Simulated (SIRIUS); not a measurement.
# Zn (Fm-3m) in SIRIUS: reference runs

How does Zn come out in PBEsol? The cell is run as given and disturbed.

All numbers are computed with SIRIUS 7.12.0; they aren't measurements. Logs are shortened: lines on timing, memory, paths and dates and some standing lists are left out, and cuts for length are marked. The log counts tension as positive stress, the text compression.

## 1. Starting point

The structure is cubic, space group Fm-3m (No. 225). Conventional cell: a = 3.930 Å, b = 3.930 Å, c = 3.930 Å, α = 90.00°, β = 90.00°, γ = 90.00°. Around Zn (site symmetry m-3m) lie 12 Zn at 2.78 Å.

This isn't the form of Zn at room conditions, which is hcp.

## 2. Single point, PBEsol

File sirius.json:

```json
{
  "control": {
    "processing_unit": "cpu",
    "std_evp_solver_name": "lapack",
    "gen_evp_solver_name": "lapack",
    "verbosity": 2,
    "print_forces": true,
    "ortho_rf": true,
    "use_second_variation": true,
    "rmt_max": 3.0,
    "num_bands_to_print": 16,
    "save_wf": true
  },
  "parameters": {
    "electronic_structure_method": "full_potential_lapwlo",
    "xc_functionals": ["XC_GGA_X_PBE_SOL", "XC_GGA_C_PBE_SOL"],
    "core_relativity": "dirac",
    "valence_relativity": "iora",
    "num_fv_states": 16,
    "smearing": "fermi_dirac",
    "smearing_width": 0.0018374661,
    "pw_cutoff": 20,
    "gk_cutoff": 3.5,
    "lmax_apw": 10,
    "lmax_rho": 8,
    "lmax_pot": 8,
    "num_mag_dims": 0,
    "auto_rmt": 0,
    "ngridk": [12, 12, 12],
    "shiftk": [0, 0, 0],
    "num_dft_iter": 80,
    "energy_tol": 1e-07,
    "density_tol": 1e-05,
    "use_symmetry": true
  },
  "settings": {"tol_ne": 1e-10},
  "iterative_solver": {"type": "exact"},
  "mixer": {"type": "anderson", "beta": 0.5, "max_history": 8},
  "unit_cell": {
    "lattice_vectors": [[0.0, 3.7128885362, 3.7128885362], [3.7128885362, 0.0, 3.7128885362], [3.7128885362, 3.7128885362, 0.0]],
    "atom_types": ["Zn"],
    "atom_files": {"Zn": "Zn.json"},
    "atoms": {"Zn": [[0.0, 0.0, 0.0]]}
  }
}
```

File Zn.json:

```json
{
  "name": "zinc",
  "symbol": "Zn",
  "number": 30,
  "mass": 65.38,
  "rmin": 1e-06,
  "rmt": 2.4,
  "nrmt": 800,
  "rinf": 14.28,
  "core": "1s2s2p",
  "valence": [
    {"basis": [{"enu": 0.02, "dme": 0, "n": 0, "auto": 0}, {"enu": 0.02, "dme": 1, "n": 0, "auto": 0}]},
    {"l": 0, "n": 1, "basis": [{"enu": 0.12, "dme": 0, "n": 0, "auto": 0}]},
    {"l": 1, "n": 2, "basis": [{"enu": 0.12, "dme": 0, "n": 0, "auto": 0}]},
    {"l": 2, "n": 3, "basis": [{"enu": 0.092, "dme": 0, "n": 0, "auto": 0}]},
    {"l": 3, "n": 4, "basis": [{"enu": 0.12, "dme": 0, "n": 0, "auto": 0}]}
  ],
  "lo": [
    {"l": 0, "basis": [{"enu": 0.12, "dme": 0, "n": 0, "auto": 0}, {"enu": 0.12, "dme": 1, "n": 0, "auto": 0}]},
    {
      "l": 0,
      "basis": [{"enu": -4.3669, "dme": 0, "n": 3, "auto": 1}, {"enu": -4.3669, "dme": 1, "n": 3, "auto": 1}]
    },
    {
      "l": 0,
      "basis": [{"enu": -4.3669, "dme": 1, "n": 3, "auto": 1}, {"enu": 0.12, "dme": 0, "n": 0, "auto": 0}]
    },
    {"l": 0, "basis": [{"enu": 0.12, "dme": 0, "n": 0, "auto": 0}, {"enu": 2.8978, "dme": 0, "n": 0, "auto": 0}]},
    {"l": 1, "basis": [{"enu": 0.12, "dme": 0, "n": 0, "auto": 0}, {"enu": 0.12, "dme": 1, "n": 0, "auto": 0}]},
    {
      "l": 1,
      "basis": [{"enu": -2.7079, "dme": 0, "n": 3, "auto": 1}, {"enu": -2.7079, "dme": 1, "n": 3, "auto": 1}]
    },
    {
      "l": 1,
      "basis": [{"enu": -2.7079, "dme": 1, "n": 3, "auto": 1}, {"enu": 0.12, "dme": 0, "n": 0, "auto": 0}]
    },
    {"l": 1, "basis": [{"enu": 0.12, "dme": 0, "n": 0, "auto": 0}, {"enu": 3.3144, "dme": 0, "n": 0, "auto": 0}]},
    {"l": 2, "basis": [{"enu": 0.092, "dme": 0, "n": 0, "auto": 0}, {"enu": 0.092, "dme": 1, "n": 0, "auto": 0}]},
    {"l": 2, "basis": [{"enu": 0.092, "dme": 1, "n": 0, "auto": 0}, {"enu": 0.092, "dme": 2, "n": 0, "auto": 0}]},
    {
      "l": 2,
      "basis": [{"enu": 0.092, "dme": 0, "n": 0, "auto": 0}, {"enu": 2.8003, "dme": 0, "n": 0, "auto": 0}]
    },
    {"l": 3, "basis": [{"enu": 0.12, "dme": 0, "n": 0, "auto": 0}, {"enu": 0.12, "dme": 1, "n": 0, "auto": 0}]},
    {"l": 3, "basis": [{"enu": 0.12, "dme": 0, "n": 0, "auto": 0}, {"enu": 3.1408, "dme": 0, "n": 0, "auto": 0}]}
  ],
  "free_atom": [... radial grid and density of the free atom, the start of the SCF ...]
}
```

File sirius_start.json:

```json
{
  "control": {
    "processing_unit": "cpu",
    "std_evp_solver_name": "lapack",
    "gen_evp_solver_name": "lapack",
    "verbosity": 1,
    "print_forces": false,
    "ortho_rf": true,
    "use_second_variation": true,
    "rmt_max": 3.0,
    "num_bands_to_print": 16,
    "save_wf": false
  },
  "parameters": {
    "electronic_structure_method": "full_potential_lapwlo",
    "xc_functionals": ["XC_LDA_X", "XC_LDA_C_PW"],
    "core_relativity": "dirac",
    "valence_relativity": "iora",
    "num_fv_states": 16,
    "smearing": "fermi_dirac",
    "smearing_width": 0.0055123983,
    "pw_cutoff": 20,
    "gk_cutoff": 2.8,
    "lmax_apw": 10,
    "lmax_rho": 8,
    "lmax_pot": 8,
    "num_mag_dims": 0,
    "auto_rmt": 0,
    "ngridk": [5, 5, 5],
    "shiftk": [0, 0, 0],
    "num_dft_iter": 30,
    "energy_tol": 0.01,
    "density_tol": 0.05,
    "use_symmetry": true
  },
  "settings": {"tol_ne": 1e-10},
  "iterative_solver": {"type": "exact"},
  "mixer": {"type": "anderson", "beta": 0.5, "max_history": 8},
  "unit_cell": {
    "lattice_vectors": [[0.0, 3.7128885362, 3.7128885362], [3.7128885362, 0.0, 3.7128885362], [3.7128885362, 3.7128885362, 0.0]],
    "atom_types": ["Zn"],
    "atom_files": {"Zn": "Zn.json"},
    "atoms": {"Zn": [[0.0, 0.0, 0.0]]}
  }
}
```

Potentials or basis: all-electron FP-LAPW, apw+lo standard.

Command:

```bash
$ OMP_NUM_THREADS=1 sirius.scf --input=sirius_start.json --output=start.json
$ OMP_NUM_THREADS=1 sirius.scf --input=sirius.json --output=output.json --task=1
```

Standard output:

```text
[info] SIRIUS version : 7.12.0
[info] number of MPI ranks           : 1
[info] MPI grid                      : 1 1
[info] maximum number of OMP threads : 1
[fft] FFT context for density and potential
[fft] =====================================
[fft]   plane wave cutoff                     : 20
[fft]   grid size                             : 36 36 36   total : 46656
[fft]   grid limits                           : -17 18   -17 18   -17 18
[fft]   number of G-vectors within the cutoff : 13803
[fft]   number of G-shells                    : 404
[fft] FFT context for coarse grid
[fft] =====================================
[fft]   plane wave cutoff                     : 7
[fft]   grid size                             : 15 15 15   total : 3375
[fft]   grid limits                           : -7 7   -7 7   -7 7
[fft]   number of G-vectors within the cutoff : 609
[fft]   number of G-shells                    : 30
[unit cell] lattice vectors
[unit cell]   a1 :       0.0000000000      3.7128885362      3.7128885362
[unit cell]   a2 :       3.7128885362      0.0000000000      3.7128885362
[unit cell]   a3 :       3.7128885362      3.7128885362      0.0000000000
[unit cell] reciprocal lattice vectors
[unit cell]   b1 :      -0.8461316905      0.8461316905      0.8461316905
[unit cell]   b2 :       0.8461316905     -0.8461316905      0.8461316905
[unit cell]   b3 :       0.8461316905      0.8461316905     -0.8461316905
[unit cell] unit cell volume :       102.36835638 [a.u.^3]
[unit cell] 1/sqrt(omega)    :         0.09883645
[unit cell] MT volume        :        57.90583579 (56.57%)
[unit cell] IT volume        :        44.46252059 (43.43%)
[unit cell] number of atom types : 1
[unit cell] type id : 0 symbol : Zn mt_radius :   2.400000 num_atoms : 1
[unit cell] total number of atoms : 1
[unit cell] number of symmetry classes : 1
[unit cell] atom id  type id  class id             position                      vector_field
[unit cell] ------------------------------------------------------------------------------------------
[unit cell]      0        0        0      0.00000   0.00000   0.00000      0.00000   0.00000   0.00000
[unit cell] atom id         position (Cartesian, a.u.)
[unit cell] ---------------------------------------------
[unit cell]      0       0.000000    0.000000    0.000000
[unit cell] class id : 0 atom id : 0
[unit cell] minimum bond length:     5.250817
[sym] space group number   : 225
[sym] international symbol : Fm-3m
[sym] Hall symbol          : -F 4 2 3
[sym] space group transformation matrix :
[sym]   0.0000  0.5000  0.5000
[sym]   0.5000  0.0000  0.5000
[sym]   0.5000  0.5000  0.0000
[sym] space group origin shift :
[sym]   0.0000  0.0000  0.0000
[sym] number of space group operations  : 48
[sym] number of magnetic group operations : 48
[sym] metric tensor error: 0.0000e+00
[sym] rotation matrix error: 3.1085e-17
[... 278 lines left out ...]
[generate_radial_functions] augmented waves
[generate_radial_functions] local orbitals
[generate_radial_functions] {l: 0, n: 3, enu: -4.42173, dme: 0, auto: 1}
[generate_radial_functions] {l: 0, n: 3, enu: -4.42173, dme: 1, auto: 1}
[generate_radial_functions] {l: 0, n: 3, enu: -4.42173, dme: 1, auto: 1}
[generate_radial_functions] {l: 1, n: 3, enu: -2.74286, dme: 0, auto: 1}
[generate_radial_functions] {l: 1, n: 3, enu: -2.74286, dme: 1, auto: 1}
[generate_radial_functions] {l: 1, n: 3, enu: -2.74286, dme: 1, auto: 1}
[diagonalize] Lowest band energies
[diagonalize] ik:    0   -4.421801   -2.742498   -2.742498   -2.742498   -0.168233   -0.065100   -0.065100   -0.065100   -0.051000   -0.051000    0.880486    0.880486    0.880486    0.895512    0.976345    0.976345
[diagonalize] ik:    1   -4.421796   -2.742551   -2.742506   -2.742506   -0.160551   -0.065708   -0.064241   -0.064241   -0.051230   -0.051230    0.767079    0.858043    0.858043    0.888972    1.011409    1.011409
[diagonalize] ik:    2   -4.421782   -2.742695   -2.742528   -2.742528   -0.138448   -0.066369   -0.062528   -0.062528   -0.051126   -0.051126    0.619572    0.824466    0.824466    0.881804    1.074172    1.074172
[diagonalize] ik:    3   -4.421763   -2.742894   -2.742561   -2.742561   -0.108598   -0.062140   -0.062140   -0.059702   -0.049010   -0.049010    0.480273    0.798045    0.798045    0.870915    1.006877    1.006877
[diagonalize] ik:    4   -4.421745   -2.743095   -2.742595   -2.742595   -0.093868   -0.063386   -0.063386   -0.045197   -0.045197   -0.022275    0.352758    0.780979    0.780979    0.858461    0.950780    0.950780
[diagonalize] ...
[diagonalize] ik:   67   -4.421707   -2.743140   -2.742903   -2.742782   -0.079713   -0.078262   -0.058766   -0.046549   -0.040112    0.151191    0.383903    0.392200    0.423895    0.872129    0.900553    1.126786
[diagonalize] ik:   68   -4.421703   -2.743099   -2.742980   -2.742793   -0.078297   -0.074006   -0.062995   -0.049422   -0.038946    0.229042    0.292015    0.362288    0.421426    0.896816    1.008165    1.089075
[diagonalize] ik:   69   -4.421705   -2.743065   -2.743012   -2.742771   -0.076038   -0.069472   -0.068653   -0.050371   -0.040177    0.204962    0.307381    0.349775    0.453838    0.918405    1.026989    1.081693
[diagonalize] ik:   70   -4.421701   -2.743149   -2.742925   -2.742818   -0.081745   -0.079215   -0.055708   -0.047152   -0.037810    0.233061    0.302177    0.372155    0.402987    0.863326    0.896559    1.190541
[diagonalize] ik:   71   -4.421701   -2.743036   -2.743036   -2.742815   -0.077802   -0.068803   -0.068803   -0.050114   -0.037805    0.295018    0.295018    0.325800    0.360836    1.003624    1.017937    1.017937
[generate_core_charge_density] atom class : 0
[generate_core_charge_density]   n,l,k : 1 0 1  energy :        -349.36803208
[generate_core_charge_density]   n,l,k : 2 0 1  energy :         -42.20552164
[generate_core_charge_density]   n,l,k : 2 1 1  energy :         -37.14364079
[generate_core_charge_density]   n,l,k : 2 1 2  energy :         -36.26736903
[find] Total energy                   :   -1794.71300519 (Ha),   -3589.42601037 (Ry)
[find] iteration : 1, RMS (target) : 5.9587e-02 (1.0000e-05) , energy difference (target) : 1.4455e-05 (1.0000e-07)
[find] Total energy                   :   -1794.71300228 (Ha),   -3589.42600455 (Ry)
[find] iteration : 2, RMS (target) : 2.2526e-03 (1.0000e-05) , energy difference (target) : 2.9102e-06 (1.0000e-07)
[find] Total energy                   :   -1794.71300053 (Ha),   -3589.42600107 (Ry)
[find] iteration : 3, RMS (target) : 7.4608e-04 (1.0000e-05) , energy difference (target) : 1.7414e-06 (1.0000e-07)
[find] Total energy                   :   -1794.71300094 (Ha),   -3589.42600189 (Ry)
[find] iteration : 4, RMS (target) : 7.5918e-05 (1.0000e-05) , energy difference (target) : -4.0759e-07 (1.0000e-07)
[find] Total energy                   :   -1794.71300105 (Ha),   -3589.42600211 (Ry)
[find] iteration : 5, RMS (target) : 5.8398e-06 (1.0000e-05) , energy difference (target) : -1.1107e-07 (1.0000e-07)
[find] Charges and magnetic moments
[find] --------------------------------------------------------------------------------
[find] atom      charge    core leakage
[... 7 lines left out ...]
[find] valence_eval_sum               :     -25.68274874
[find] core_eval_sum                  :   -1002.44353402
[find] kinetic energy                 :    1827.00482191
[find] enuc                           :   -2169.96471552
[find] <rho|V^{XC}>                   :     -92.07646824
[find] <rho|E^{XC}>                   :     -70.22576217
[find] <mag|B^{XC}>                   :       0.00000000
[find] <rho|V^{H}>                    :   -2763.05463643
[find] smearing (-TS)                 :      -0.00012281
[find] SCF correction                 :      -0.00002705
[find] Total energy                   :   -1794.71300105 (Ha),   -3589.42600209 (Ry)
[find] Free energy (E-TS)             :   -1794.71312386 (Ha),   -3589.42624772 (Ry)
[find] band gap (eV)                  :       0.00000000
[find] Efermi                         :       0.21542626
[find] iteration : 6, RMS (target) : 2.5985e-06 (1.0000e-05) , energy difference (target) : 7.2473e-09 (1.0000e-07)
[find] converged after 7 SCF iterations!
[find] Charges and magnetic moments
[find] --------------------------------------------------------------------------------
[find] atom      charge    core leakage
[find] --------------------------------------------------------------------------------
[find]    0   28.918587   -1.395147e-15
[find] total core leakage    : -1.39514740e-15
[find] interstitial charge   : 1.081412
[find] total charge          : 29.999999
[find] Energy
[find] --------------------------------------------------------------------------------
[find] valence_eval_sum               :     -25.68274874
[find] core_eval_sum                  :   -1002.44353402
[find] kinetic energy                 :    1827.00482191
[find] enuc                           :   -2169.96471552
[find] <rho|V^{XC}>                   :     -92.07646824
[find] <rho|E^{XC}>                   :     -70.22576217
[find] <mag|B^{XC}>                   :       0.00000000
[find] <rho|V^{H}>                    :   -2763.05463643
[find] smearing (-TS)                 :      -0.00012281
[find] SCF correction                 :      -0.00002705
[find] Total energy                   :   -1794.71300105 (Ha),   -3589.42600209 (Ry)
[find] Free energy (E-TS)             :   -1794.71312386 (Ha),   -3589.42624772 (Ry)
[find] band gap (eV)                  :       0.00000000
[find] Efermi                         :       0.21542626
[ground_state]
[ground_state] ==== total Forces in Ha/bohr =====
[ground_state] atom:    0, force:       0.0000000      0.0000000      0.0000000
[ground_state] ==== contribution from density =====
[ground_state] atom:    0, force:       0.0000000      0.0000000      0.0000000
[ground_state] ==== contribution from Hartree potential =====
[ground_state] atom:    0, force:       0.0000000      0.0000000      0.0000000
[ground_state] ==== contribution from IBS =====
[ground_state] atom:    0, force:       0.0000000      0.0000000      0.0000000
```

Wall time 20 s (1 thread of Arm Neoverse V1, shared host); peak memory 0.29 GiB.

What came out:

```
Free energy                                       : -48836.6320 eV
Band gap on the k mesh                            : none (metal or under the smearing width)
All electrons inside the program's atomic spheres : Zn 28.92 (radii Zn 2.4 bohr)
```

## 3. Single point, PBEsol (cell strained at random)

sirius.json, as its differences from that of step 2:

```diff
@@ -39,6 +39,10 @@
   "unit_cell": {
-    "lattice_vectors": [[0.0, 3.7128885362, 3.7128885362], [3.7128885362, 0.0, 3.7128885362], [3.7128885362, 3.7128885362, 0.0]],
+    "lattice_vectors": [
+      [0.0075343381, 3.7880845182, 3.7171215228],
+      [3.6975382909, -0.0081579477, 3.7328138085],
+      [3.642282699, 3.7485193223, 0.0470976442]
+    ],
     "atom_types": ["Zn"],
     "atom_files": {"Zn": "Zn.json"},
-    "atoms": {"Zn": [[0.0, 0.0, 0.0]]}
+    "atoms": {"Zn": [[-0.027773, 0.011558, 0.010019]]}
   }
```

Zn.json is that of step 2.

sirius_start.json, as its differences from that of step 2:

```diff
@@ -39,6 +39,10 @@
   "unit_cell": {
-    "lattice_vectors": [[0.0, 3.7128885362, 3.7128885362], [3.7128885362, 0.0, 3.7128885362], [3.7128885362, 3.7128885362, 0.0]],
+    "lattice_vectors": [
+      [0.0075343381, 3.7880845182, 3.7171215228],
+      [3.6975382909, -0.0081579477, 3.7328138085],
+      [3.642282699, 3.7485193223, 0.0470976442]
+    ],
     "atom_types": ["Zn"],
     "atom_files": {"Zn": "Zn.json"},
-    "atoms": {"Zn": [[0.0, 0.0, 0.0]]}
+    "atoms": {"Zn": [[-0.027773, 0.011558, 0.010019]]}
   }
```

Potentials or basis: all-electron FP-LAPW, apw+lo standard.

Command:

```bash
$ OMP_NUM_THREADS=1 sirius.scf --input=sirius_start.json --output=start.json
$ OMP_NUM_THREADS=1 sirius.scf --input=sirius.json --output=output.json --task=1
```

Run time: 86 s. Hardware: 1 thread of Arm Neoverse V1, shared host; peak memory 0.96 GiB.

Results (log left out):

| Item | Value |
| --- | --- |
| Free energy | -48836.6322 eV |
| Band gap on the k mesh | none (metal or under the smearing width) |
| All electrons inside the program's atomic spheres | Zn 28.92 (radii Zn 2.4 bohr) |

Levels at points of the mesh, in eV from the Fermi level:
```csv
k point,band 6,band 7,band 8,band 9,band 10,band 11,band 12,band 13,band 14,band 15
"(0.00, 0.00, 0.00)",-7.55,-7.51,-7.45,-7.15,-7.09,17.82,18.08,18.32,19.14,20.53
"(0.50, 0.00, 0.00)",-7.52,-7.49,-6.87,-6.81,-2.87,-1.34,15.03,15.46,17.31,18.69
"(0.00, 0.50, 0.00)",-7.56,-7.45,-6.85,-6.84,-2.93,-1.46,14.87,15.77,17.61,18.47
"(0.50, 0.50, 0.00)",-8.12,-6.85,-6.79,-6.74,-0.91,1.86,8.10,8.63,11.98,13.25
"(0.00, 0.00, 0.50)",-7.54,-7.50,-6.84,-6.81,-2.73,-1.06,14.52,15.17,17.08,18.25
"(0.50, 0.00, 0.50)",-8.13,-6.85,-6.77,-6.76,-1.21,1.40,8.40,9.09,12.25,13.70
"(0.00, 0.50, 0.50)",-8.12,-6.85,-6.78,-6.75,-0.75,2.10,8.00,8.35,11.84,13.00
"(0.50, 0.50, 0.50)",-7.56,-7.46,-6.86,-6.83,-2.90,-1.40,14.76,15.78,17.49,18.40
```
